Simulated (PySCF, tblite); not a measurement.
# C3H10S2Si2: geometry, infrared bands and NMR shifts

Wanted: the infrared bands and NMR shifts of C3H10S2Si2 (`C=CS[Si@@H](S)C[SiH3]`), by calculation.

The runs use tblite 0.8.0 and PySCF 2.14.0, with density-fitted response routines of our own; the level of theory stands in each step. All values are computed, except where a source is named. Atoms are numbered from 0 throughout.

## Step 1: Starting geometry

17 atoms, charge 0, multiplicity 1; geometry from: force field or distance geometry start.

Bonds of the start (Å): C0–C1 1.33, C1–S2 1.82, S2–Si3 2.15, Si3–S4 2.16, Si3–C5 1.85, C5–Si6 1.87, C0–H7 1.07, C0–H8 1.09, C1–H9 1.07, Si3–H10 1.48, S4–H11 1.41, C5–H12 1.10, C5–H13 1.13, Si6–H14 1.46, Si6–H15 1.46, Si6–H16 1.47.

## Step 2: Relaxing the molecule with GFN2-xTB

The job: settings as JSON, then the geometry in Å.

```
{"job": {"kind": "relax", "xc": "GFN2-xTB", "basis": "xTB"}, "charge": 0, "multiplicity": 1}
C     -2.886400     1.019500     0.454000
C     -2.772500     0.240600    -0.616200
S     -1.104200    -0.015600    -1.291200
Si     0.134300    -0.472300     0.399800
S     -0.632400    -2.245900     1.375400
C      1.878500    -0.766300    -0.157000
Si     2.619900     0.921600    -0.469400
H     -3.807700     1.251500     0.955300
H     -1.972400     1.469500     0.847100
H     -3.632300    -0.243300    -1.042100
H      0.103500     0.643700     1.369200
H     -0.772000    -3.237800     0.385200
H      1.944200    -1.421300    -1.032100
H      2.470700    -1.187700     0.712500
H      1.949000     1.489100    -1.633600
H      4.057700     0.818400    -0.700500
H      2.415100     1.748300     0.732600
```

Launch:

```bash
$ OMP_NUM_THREADS=1 python probes_run.py task.json out
```

The driver reads the jobs from task.json and runs them one after another.

**Question.** This job is followed by: GFN2-xTB harmonic vibrations, gas phase; GIAO PBE0/pcSseg-1 NMR shielding, non-relativistic, gas phase. What will the session give for the following? strongest single infrared mode (GFN2-xTB); zero-point energy (GFN2-xTB); ¹³C shifts against TMS (PBE0/pcSseg-1); ¹H shifts against TMS (PBE0/pcSseg-1, means over atoms taken as alike); ³³S shifts against CS2 (PBE0/pcSseg-1); ²⁹Si shifts against TMS (PBE0/pcSseg-1); surface potential, 1st and 99th percentile.

**Answer**, as computed:

| quantity | value |
| --- | --- |
| strongest single infrared mode (GFN2-xTB) | 788 cm⁻¹, 539 km/mol |
| zero-point energy (GFN2-xTB) | 69.8 kcal/mol |
| ¹³C shifts against TMS (PBE0/pcSseg-1) | 134.8, 123.8, -0.9 ppm |
| ¹H shifts against TMS (PBE0/pcSseg-1, means over atoms taken as alike) | 6.14, 5.83, 5.71, 5.60, 4.00, 0.53, 0.46, 0.26 ppm |
| ³³S shifts against CS2 (PBE0/pcSseg-1) | -37, -194 ppm |
| ²⁹Si shifts against TMS (PBE0/pcSseg-1) | 4.1, -76.0 ppm |
| surface potential, 1st and 99th percentile | -0.77 V and 1.23 V |

Over 131 steps the energy fell by 0.511 eV; of the close pairs, S4–H11 changed most, 1.408 to 1.324 Å. All 45 modes are real, so the xTB geometry is a minimum. The strongest single mode, at 788 cm⁻¹, is carried by H15, H16, H14, Si6. Unscaled tight-binding wavenumbers are off by several per cent, some by more. Its intensities can rank the bands wrongly. C1 (alkene CH) lies farthest downfield among carbon, at 134.8 ppm; as expected for a trigonal carbon in a double bond. H9 (hydrogen on an alkene CH) lies farthest downfield among hydrogen, at 6.14 ppm; a vinylic proton, deshielded by the sp2 carbon and the C=C anisotropy. At PBE0/pcSseg-1: The widest tensor belongs to S2: span 317 ppm, with a paramagnetic part of -522 ppm.
